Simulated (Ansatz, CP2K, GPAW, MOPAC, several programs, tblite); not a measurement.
Many methods on one cell: PbF₂ (fluorite)

Fluorite PbF₂, relaxed with r2SCAN in Ansatz, was computed with several methods. The symmetry is Fm-3m (No. 225, cubic); a = 5.921 Å in the conventional setting, 17.30 Å³ an atom. Around Pb lie 8 F at 2.56 Å; around F lie 4 Pb at 2.56 Å. (Simulation; spin polarisation is off.)

```
Pb F
1.0
     0.00000    2.96044    2.96044
     2.96044    0.00000    2.96044
     2.96044    2.96044    0.00000
Pb F
1 2
Cartesian
  0.0000 0.0000 0.0000
  1.4802 1.4802 1.4802
  4.4407 4.4407 4.4407
```

Gaps and times are for a single point on this cell; volume and bulk modulus come from each method's own relaxation or energy curve at fixed shape. Times are rough, from shared hosts (Arm Neoverse V2), and each method has its own mesh and cell size. A star marks a curve whose lowest point is an end point. PM6 (MOPAC), PM7 (MOPAC), GFN1-xTB (tblite), GFN2-xTB (tblite) treat a cluster of cells at its zone centre, which samples few k points: where these miss a band edge, the gap comes out too large for that reason alone. Gaps from k meshes are read at a limited set of points (mesh, symmetry points, PBE's band edges), so each method's own least gap may be somewhat smaller. xTB and the PM methods were fitted mostly to molecules, and can miss a solid's gap by electronvolts. Minimal bases can be far off for gaps. GLLB-SC's gap includes the derivative discontinuity. d marks a direct gap, i an indirect one (no mark: not told apart), a dash a value that wasn't computed or didn't pass its checks.

| method | kind | gap (eV) | own volume (Å³/atom) | bulk modulus (GPa) | atoms computed | processor time |
| --- | --- | --- | --- | --- | --- | --- |
| light PBE (260 eV and a coarse mesh) | light plane-wave | 4.40 i | – | – | 3 | 0.68 s |
| PBE | semilocal | 4.42 i | 18.01 | 67 | 3 | 1.8 s |
| GFN1-xTB (tblite) | tight binding | 3.61 | 15.72* | 109* | 96 | 1.8 s |
| PBE/single zeta (GPAW) | small basis | 3.44 i | – | – | 3 | 3 s |
| PM7 (MOPAC) | semi-empirical | 11.92 | – | – | 96 | 3.2 s |
| PM6 (MOPAC) | semi-empirical | 8.45 | – | – | 96 | 3.3 s |
| r2SCAN | semilocal | 4.93 i | 17.30 | 77 | 3 | 4.7 s |
| GFN2-xTB (tblite) | tight binding | 5.58 | – | – | 96 | 5.4 s |
| PBE/SZV (CP2K) | small basis | 3.52 i | 18.03 | 75 | 3 | 8.4 s |
| GLLB-SC (GPAW) | model potential | 7.23 | – | – | 3 | 11 s |
| PBE/DZVP (CP2K) | small basis | 4.35 i | 18.02 | 67 | 3 | 15 s |

Against r2SCAN (4.93 eV) and with closed or daggered gaps left aside, the nearest gap at the points sampled is that of PBE (-0.51 eV) and the farthest that of PM7 (MOPAC) (+6.99 eV). r2SCAN is only a yardstick of convenience: semilocal gaps usually lie below measured ones, which GLLB-SC and hybrids aim to mend.

Volumes against r2SCAN's: PBE +4.1 %, PBE/SZV (CP2K) +4.3 %, PBE/DZVP (CP2K) +4.2 %.

Spin-orbit coupling is left out; in compounds of Pb, Bi, Tl or Hg it can lower a gap by up to about 1 eV, split its edges or invert the bands.
